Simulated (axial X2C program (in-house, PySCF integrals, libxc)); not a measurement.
**RuS: properties at the nuclei**

Aim: properties at the nuclei of RuS, with spin–orbit coupling in the Hamiltonian from the start.

The runs use an in-house X2C program for linear molecules on PySCF integrals; two-component X2C with atomic mean-field terms, Ru dyall-cv3z, S dyall-av3z.

All values are calculated.

### Step 1. Input

The input, task.json:

```json
{
 "zs": [
  44,
  16
 ],
 "q": 0,
 "bas": [
  "dyall-cv3z",
  "dyall-av3z"
 ],
 "r0": 2.08,
 "levels": [
  "PBE0",
  "HF",
  "BP86",
  "B3LYP",
  "PBE"
 ],
 "nst": 3
}
```

Keys: zs atomic numbers; q charge; bas basis sets; r0 starting distance in Å; levels methods (HF also brings MP2); nst determinants followed.

Started as:

```console
> python soeom.py task.json out
```

Further steps of the session: Expectation values, lowest determinant; Expectation values, a higher determinant; Expectation values, a higher determinant.

What does the calculation give? Wanted: lowest determinant; Eeff magnitude; Ws magnitude Ru; A∥/gI Ru; qzz Ru; higher determinant (for each run or level that gives them).

**Answer**, as computed:

| quantity | value |
| --- | --- |
| lowest determinant | Ω = 4 (excess of +ω over −ω: ω = 3/2, ω = 5/2) |
| Eeff magnitude (GV/cm), PBE0 | 3.06 |
| Ws magnitude Ru (kHz), PBE0 | 0.286 |
| A∥/gI Ru (MHz), PBE0 | 600 |
| qzz Ru (a.u.), PBE0 | 1.45 |
| higher determinant | Ω = 2 (excess of +ω over −ω: ω = -1/2, ω = 5/2) |
| Eeff magnitude (GV/cm), PBE0, higher determinant | 0.881 |
| Ws magnitude Ru (kHz), PBE0, higher determinant | 0.0425 |
| A∥/gI Ru (MHz), PBE0, higher determinant | -106 |
| qzz Ru (a.u.), PBE0, higher determinant | -3.54 |
| higher determinant | Ω = 2 (excess of +ω over −ω: 2 × ω = 1/2, ω = -3/2, ω = 5/2) |
| Eeff magnitude (GV/cm), PBE0, higher determinant | 1.07 |
| Ws magnitude Ru (kHz), PBE0, higher determinant | 0.36 |
| A∥/gI Ru (MHz), PBE0, higher determinant | 1250 |
| qzz Ru (a.u.), PBE0, higher determinant | 1.00 |

In the first state, the effective field runs from 2.26 to 3.66 GV/cm over the mean-field levels. The expectation values come from single determinants, which for open shells can mix terms of unlike spin or miss the lowest Ω, so a determinant need not be a state. Eeff is the effective electric field on the electron dipole moment in this Ω state and Ws the scalar–pseudoscalar constant (defined with the proton number Z and per Ω); A∥ is the parallel hyperfine constant, which follows by multiplying with the nuclear g factor gI = μI/(I μN); qzz is the electric field gradient, eQq0 = 234.96 MHz × Q/barn × qzz; μ is positive if S is the positive end. The operators were transformed with the bare-nucleus X2C matrices.
